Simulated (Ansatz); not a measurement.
# CH4GeO: a ladder of functionals and wavefunction methods

Aim: compute CH4GeO with functionals from several rungs and with coupled cluster. The yardstick is the atomisation energy at the CCSD(T) limit.

Method: functionals in def2-TZVPP, the program's frozen cores in correlated methods; program: Ansatz 0.2.0, Gaussian basis.

The runs, in order: LDA (SPW92), PBE-D4, revPBE-D4, BLYP-D4, r2SCAN-D4, B97M-V, PBE0-D4, B3LYP-D4, r2SCANh-D4, r2SCAN0-D4, HSE06-D4, BHLYP-D4, CAM-B3LYP-D4, LC-ωPBE, ωB97X-V, ωB97M-V, B2PLYP, PBE-QIDH; CCSD(T)/def2-SVP; CCSD(T)/def2-TZVPP; MP2/def2-QZVPP; extrapolation to the limit; RPA on PBE.

## (1) The geometry

The geometry comes from an earlier relaxation with PBE0-D4 in a triple-zeta def2 set; it is a stationary point, not always the lowest conformer.

SMILES `C[O][GeH]`, 7 atoms, charge 0, spin multiplicity 1.

Atoms are counted from 1 here; the program's logs count them from 0.

Bond lengths: C1–O2 1.406 Å, C1–H4 1.094 Å, C1–H5 1.096 Å, C1–H6 1.094 Å, O2–Ge3 1.774 Å, Ge3–H7 1.619 Å. Angles: O2–C1–H4 109.5°, O2–C1–H5 111.7°, O2–C1–H6 109.4°, H4–C1–H5 109.0°, H4–C1–H6 108.1°, H5–C1–H6 109.0°, C1–O2–Ge3 127.8°, O2–Ge3–H7 95.3°.

## (2) LDA

This LDA is Slater exchange with PW92 correlation.

Input file in.yaml:

```yaml
crystal:
  periodic: [false, false, false]
  atoms:
    - {symbol: C, position_ang: [-0.420677, 0.662677, -0.094773]}
    - {symbol: O, position_ang: [-0.623533, -0.712380, -0.309833]}
    - {symbol: Ge, position_ang: [0.521917, -2.037033, -0.026548]}
    - {symbol: H, position_ang: [-0.553381, 1.202436, -1.037411]}
    - {symbol: H, position_ang: [0.582390, 0.869001, 0.296259]}
    - {symbol: H, position_ang: [-1.163942, 1.033535, 0.617631]}
    - {symbol: H, position_ang: [1.718526, -1.086336, 0.508975]}
basis:
  gaussian: {orbitals: def2-TZVPP}
hamiltonian: {xc: lda}
output: {orbitals: {seedname: orbitals}}
```

After this run come: PBE-D4 (GGA); revPBE-D4 (GGA); BLYP-D4 (GGA); r2SCAN-D4 (meta-GGA); B97M-V (meta-GGA); PBE0-D4 (hybrid); B3LYP-D4 (hybrid); r2SCANh-D4 (hybrid); r2SCAN0-D4 (hybrid); HSE06-D4 (hybrid); BHLYP-D4 (hybrid); CAM-B3LYP-D4 (range-separated); LC-ωPBE-D4 (range-separated); ωB97X-V (range-separated); ωB97M-V (range-separated); B2PLYP (double hybrid); PBE-QIDH (double hybrid); CCSD(T) in def2-SVP; CCSD(T) in def2-TZVPP; MP2 in def2-QZVPP; RPA on PBE orbitals.

Q: Predict the results of all the runs planned. Wanted: atomisation energy, CCSD(T)/CBS; farthest beyond LDA; mean size of error, GGA; mean size of error, meta-GGA; mean size of error, hybrid; mean size of error, range-separated; mean size of error, double hybrid; gap, smallest and largest; T1 diagnostic.

The runs gave:

| quantity | value |
| --- | --- |
| atomisation energy, CCSD(T)/CBS | 24.547 eV |
| functionals within 0.245 eV (1.0 %) | revPBE-D4, BLYP-D4, r2SCAN-D4, B97M-V, PBE0-D4, B3LYP-D4, HSE06-D4, CAM-B3LYP-D4, ωB97X-V, ωB97M-V |
| farthest beyond LDA | BHLYP-D4 (-0.948 eV) |
| mean size of error, GGA | 0.241 eV |
| mean size of error, meta-GGA | 0.062 eV |
| mean size of error, hybrid | 0.395 eV |
| mean size of error, range-separated | 0.124 eV |
| mean size of error, double hybrid | 0.387 eV |
| gap, smallest and largest | 2.67 eV (LDA (SPW92)), 9.50 eV (LC-ωPBE) |
| T1 diagnostic | 0.0160 |
| triples share of the correlation energy | 3.7 % |

In words: LDA overbinds by 3.721 eV (15 %). PBE-D4 is off by +0.397 eV. Double hybrids carry the basis error of their MP2 part in triple zeta, and no dispersion term here, so their miss is partly the set-up's. The rungs meta-GGA, range-separated, GGA miss on average by less than the doubt on the reference (0.245 eV), so they tie. Misses under about 0.245 eV are within the doubt on the reference itself, which lacks core-valence correlation, relativity and higher excitations, and its outer-core shells are covered unevenly. Hartree-Fock recovers 70 % of the binding; the rest is correlation. CCSD(T) in def2-SVP is off by -1.516 eV, which most functionals beat. The gap grows from 2.7 to 9.5 eV across the functionals, mostly with the share of exact exchange. Correlated methods include outer-core shells of Ge, which these sets cover unevenly.
